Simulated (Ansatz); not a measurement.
# SiC (3C silicon carbide): the cost of one run

Method: DFT LDA, scalar-relativistic, plane waves, PAW, in Ansatz 0.2.0.

## (1) Starting point

Symmetry: F-43m, No. 216, cubic system. The conventional cell has a = 4.360 Å, b = 4.360 Å, c = 4.360 Å, α = 90.00°, β = 90.00°, γ = 90.00°. Si (site symmetry -43m) has 4 C at 1.89 Å as nearest neighbours. C (site symmetry -43m) has 4 Si at 1.89 Å as nearest neighbours.

Coordinates:

```cif
data_structure
_symmetry_space_group_name_H-M 'P 1'
_symmetry_Int_Tables_number 1
_cell_length_a 3.0830
_cell_length_b 3.0830
_cell_length_c 3.0830
_cell_angle_alpha 60.000
_cell_angle_beta 60.000
_cell_angle_gamma 60.000
_cell_volume 20.72
loop_
_atom_site_label
_atom_site_type_symbol
_atom_site_fract_x
_atom_site_fract_y
_atom_site_fract_z
_atom_site_occupancy
Si1 Si 0.00000 0.00000 0.00000 1
C1 C 0.25000 0.25000 0.25000 1
```

## (2) Relaxing cell and atoms: SiC (3C silicon carbide), no spin

input.yaml reads:

```yaml
crystal:
  lattice:
    - [0.0, 2.18, 2.18]
    - [2.18, 0.0, 2.18]
    - [2.18, 2.18, 0.0]
  atoms:
    - { symbol: Si, position: [0.0, 0.0, 0.0] }
    - { symbol: C, position: [0.25, 0.25, 0.25] }
scf:
  occupations: { method: fixed }
output:
  forces: true
  stress: true
  eigenvalues: true
  write_density: true
  write_potential: true
  elf: true
  volumetric_format: npy
hamiltonian:
  xc: lda
kpoints:
  mp_grid: { grid: [10, 10, 10] }
basis:
  ecutwfc: 560
relax:
  f_tol: 0.002
  max_steps: 60
  cell: { stress_tol: 0.02 }
```

Launch:

```bash
$ ansatz run input.yaml --threads 4 --pin off --max-ram 8192MiB --backend cpu --events-out ev --progress --plain --runs-dir out
```

**Question.** How long does this run take on 4 threads of Intel Xeon 6975P-C (Granite Rapids), shared host, and how much memory does it need?

About 2.1 s, with a peak of 0.35 GiB.
